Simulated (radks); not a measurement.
**K⁴⁺ in [Ne] 3s2 3p3: an all-electron calculation**

One table from this session's results is given with a row withheld; the runs are named, their logs left out.

Program: radks (a radial shooting solver on a logarithmic mesh, Libxc functionals) version 1. Level of theory: Dirac Kohn-Sham, PBE, spin-unpolarised, spherical densities, point nucleus; open shells fill j = l - 1/2 first. These are calculated values, not measurements, unless marked.

**What is computed**

```
element       : potassium (Z = 19)
charge        : +4
electrons     : 15
configuration : [Ne] 3s2 3p3
```

Set-up of the first run:

The run's settings:

```text
Z 19
configuration [Ne] 3s2 3p3
relativity Dirac
functional pbe,pbe
spin unpolarised
j_filling energy
nucleus point
c 137.035999084
```

Among the steps run: Self-consistent calculation.

One table of the session follows, with a row left open; its other results are not shown here.

It belongs to the step «Shells». Radial moments (bohr):

```
level      <r>  outermost maximum (interpolated)  90 % within  nodes
1s1/2  0.08104                            0.0530        0.145      0
2s1/2   0.3865                             0.318        0.602      1
2p1/2   0.3476                             0.261        0.574      0
2p3/2   0.3500                             0.263        0.578      0
3s1/2        ?                                 ?            ?      ?
3p1/2    1.238                              1.08         1.87      1
3p3/2    1.244                              1.08         1.88      1
```

**Question.** Estimate the row for 3s1/2.

The run gave: <r>: 1.170; outermost maximum (interpolated): 1.04; 90 % within: 1.73; nodes: 2. In the column «<r>» it lies between 2s1/2 (0.3865) and 3p1/2 (1.238).

Caveats from the session: Spin polarisation and multiplet splitting are left out.
